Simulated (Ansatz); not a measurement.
# CH5Cl2InSe: basis-set convergence

The task here is to estimate one member of a computed series from the others.

Method: one geometry, several basis sets; program: Ansatz 0.2.0, Gaussian basis.

Levels to be run: PBE0-D4/def2-SVP; ωB97M-V/def2-SVP; PBE0-D4/def2-QZVPP; ωB97M-V/def2-QZVPP; the functionals' def2-TZVPP values are taken from earlier runs.

1 further run of the same task is left out (for a known fault of the program). Runs told in other sessions of the task aren't counted.

**Structure used throughout**

The geometry comes from an earlier relaxation with PBE0-D4 in a triple-zeta def2 set; it is a stationary point, not always the lowest conformer. In takes the def2 core potential; no spin-orbit term is included.

SMILES `[CH3][In-]([Cl])([Cl])[SeH2+]`, 10 atoms, charge 0, spin multiplicity 1.

Atoms are counted from 1 here; the program's logs count them from 0.

Bond lengths: C1–In2 2.135 Å, C1–H6 1.089 Å, C1–H7 1.090 Å, C1–H8 1.089 Å, In2–Cl3 2.353 Å, In2–Cl4 2.352 Å, In2–Se5 2.897 Å, Se5–H9 1.470 Å, Se5–H10 1.470 Å. Angles: In2–C1–H6 109.2°, In2–C1–H7 109.8°, In2–C1–H8 109.2°, H6–C1–H7 109.4°, H6–C1–H8 110.0°, H7–C1–H8 109.3°, C1–In2–Cl3 121.9°, C1–In2–Cl4 121.8°, C1–In2–Se5 109.0°, Cl3–In2–Cl4 112.2°, Cl3–In2–Se5 90.0°, Cl4–In2–Se5 90.2°, In2–Se5–H9 97.9°, In2–Se5–H10 98.2°, H9–Se5–H10 91.5°.

Set-up of the first run:

Contents of in.yaml:

```yaml
crystal:
  periodic: [false, false, false]
  atoms:
    - {symbol: C, position_ang: [-1.476555, -0.875139, 0.276562]}
    - {symbol: In, position_ang: [0.619448, -0.832587, -0.129041]}
    - {symbol: Cl, position_ang: [2.216985, -1.255871, 1.545323]}
    - {symbol: Cl, position_ang: [1.471138, -1.223647, -2.286788]}
    - {symbol: Se, position_ang: [1.498021, 1.924305, -0.269908]}
    - {symbol: H, position_ang: [-1.993406, -1.349537, -0.556619]}
    - {symbol: H, position_ang: [-1.849501, 0.141416, 0.401541]}
    - {symbol: H, position_ang: [-1.652323, -1.438014, 1.192423]}
    - {symbol: H, position_ang: [0.833024, 2.411689, 0.947191]}
    - {symbol: H, position_ang: [0.416368, 2.446084, -1.117784]}
basis:
  gaussian: {orbitals: def2-SVP}
hamiltonian: {xc: pbe0, dispersion: d4}
output: {orbitals: {seedname: orbitals}}
```

On the command line:

```
$ ansatz run in.yaml --threads 4 --pin off --events-out ev --progress --plain --max-ram 11315MiB
```

Among the steps run: PBE0-D4 in def2-SVP; ωB97M-V in def2-SVP; PBE0-D4 in def2-QZVPP; ωB97M-V in def2-QZVPP.

One table of the session follows, with a row left open; its other results are not shown here.

It belongs to the step «Density functionals: the series». 

| functional | basis | HOMO (eV) |
| --- | --- | --- |
| PBE0-D4 | def2-SVP | -7.81 |
| PBE0-D4 | def2-TZVPP | -7.97 |
| PBE0-D4 | def2-QZVPP | ? |
| ωB97M-V | def2-SVP | -9.95 |
| ωB97M-V | def2-TZVPP | -10.13 |
| ωB97M-V | def2-QZVPP | -10.16 |

**Question.** Estimate the row for PBE0-D4, def2-QZVPP.

**Answer.** HOMO (eV): -8.00. In the column «HOMO (eV)» it lies between ωB97M-V, def2-SVP (-9.95) and PBE0-D4, def2-TZVPP (-7.97).
